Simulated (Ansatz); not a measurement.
# C2H6ClInO: one species, many methods

One table from this session's results is given with a row withheld; the runs are named, their logs left out.

Computed with Ansatz 0.2.0, Gaussian basis. Level: functionals in def2-TZVPP, the program's frozen cores in correlated methods.

The runs, in order: PBE-D4, r2SCAN-D4, PBE0-D4, B3LYP-D4, ωB97X-V, ωB97M-V, B2PLYP; CCSD(T)/def2-TZVPP; MP2/def2-QZVPP; extrapolation to the limit.

## The relaxed structure

The geometry comes from an earlier relaxation with PBE0-D4 in a triple-zeta def2 set; it is a stationary point, not always the lowest conformer. In takes the def2 core potential; no spin-orbit term is included.

SMILES `C[O][In]([CH3])[Cl]`, 11 atoms, charge 0, spin multiplicity 1.

Atoms are counted from 1 here; the program's logs count them from 0.

Bond lengths: C1–O2 1.405 Å, C1–H6 1.097 Å, C1–H7 1.097 Å, C1–H8 1.097 Å, O2–In3 1.969 Å, In3–C4 2.121 Å, In3–Cl5 2.343 Å, C4–H9 1.090 Å, C4–H10 1.089 Å, C4–H11 1.089 Å. Angles: O2–C1–H6 109.8°, O2–C1–H7 113.5°, O2–C1–H8 109.9°, H6–C1–H7 107.8°, H6–C1–H8 107.9°, H7–C1–H8 107.8°, C1–O2–In3 124.4°, O2–In3–C4 126.2°, O2–In3–Cl5 109.8°, C4–In3–Cl5 124.1°, In3–C4–H9 108.9°, In3–C4–H10 109.0°, In3–C4–H11 109.8°, H9–C4–H10 109.1°, H9–C4–H11 110.0°, H10–C4–H11 110.1°.

Geometry (Å):

```tsv
atom	x (Å)	y (Å)	z (Å)
C1	-1.9664	1.3690	0.0316
O2	-1.2866	0.1566	-0.1726
In3	0.6506	-0.0893	0.0811
C4	1.7313	-1.8922	-0.2037
Cl5	1.6239	1.9320	0.7561
H6	-2.4779	1.6675	-0.8913
H7	-1.3093	2.1940	0.3332
H8	-2.7266	1.2433	0.8120
H9	2.1702	-2.1953	0.7465
H10	2.5293	-1.7168	-0.9243
H11	1.0616	-2.6690	-0.5686
```

The first run:

Input file in.yaml:

```yaml
crystal:
  periodic: [false, false, false]
  atoms:
    - {symbol: C, position_ang: [-1.966383, 1.369001, 0.031634]}
    - {symbol: O, position_ang: [-1.286560, 0.156614, -0.172599]}
    - {symbol: In, position_ang: [0.650616, -0.089332, 0.081059]}
    - {symbol: C, position_ang: [1.731268, -1.892217, -0.203689]}
    - {symbol: Cl, position_ang: [1.623910, 1.932032, 0.756080]}
    - {symbol: H, position_ang: [-2.477911, 1.667523, -0.891285]}
    - {symbol: H, position_ang: [-1.309338, 2.194047, 0.333188]}
    - {symbol: H, position_ang: [-2.726614, 1.243349, 0.812002]}
    - {symbol: H, position_ang: [2.170156, -2.195276, 0.746486]}
    - {symbol: H, position_ang: [2.529283, -1.716788, -0.924295]}
    - {symbol: H, position_ang: [1.061572, -2.668964, -0.568570]}
basis:
  gaussian: {orbitals: def2-TZVPP}
hamiltonian: {xc: pbe, dispersion: d4}
output: {forces: true, orbitals: {seedname: orbitals}}
```

Started as:

```console
$ ansatz run in.yaml --threads 4 --pin off --events-out ev --progress --plain --max-ram 10444MiB
```

Among the steps run: PBE-D4 (GGA); r2SCAN-D4 (meta-GGA); PBE0-D4 (hybrid); B3LYP-D4 (hybrid); ωB97X-V (range-separated); ωB97M-V (range-separated); B2PLYP (double hybrid); CCSD(T) in def2-TZVPP; MP2 in def2-QZVPP.

One of the session's tables, all rows but one given; the rest of the session is left out.

It belongs to the step «Atomisation energies». 

```
            method  atomisation energy (kJ/mol)
            PBE-D4                       3859.8
         r2SCAN-D4                       3811.9
           PBE0-D4                       3794.7
          B3LYP-D4                       3774.0
           ωB97X-V                       3812.6
           ωB97M-V                       3808.6
            B2PLYP                       3747.9
     HF/def2-TZVPP                       2756.9
    MP2/def2-TZVPP                       3772.2
   CCSD/def2-TZVPP                       3655.5
CCSD(T)/def2-TZVPP                       3715.5
           MP2/CBS                            ?
       CCSD(T)/CBS                       3818.6
```

Q: Estimate the row for MP2/CBS from the others.

As computed: atomisation energy (kJ/mol): 3875.3. In the column «atomisation energy (kJ/mol)» it is the highest.

To keep in mind: Free atoms (2 C, 1 O, 1 In, 1 Cl, 6 H) were run apart at each level; the atomisation energy is their sum less the molecule, without zero-point or spin-orbit terms.
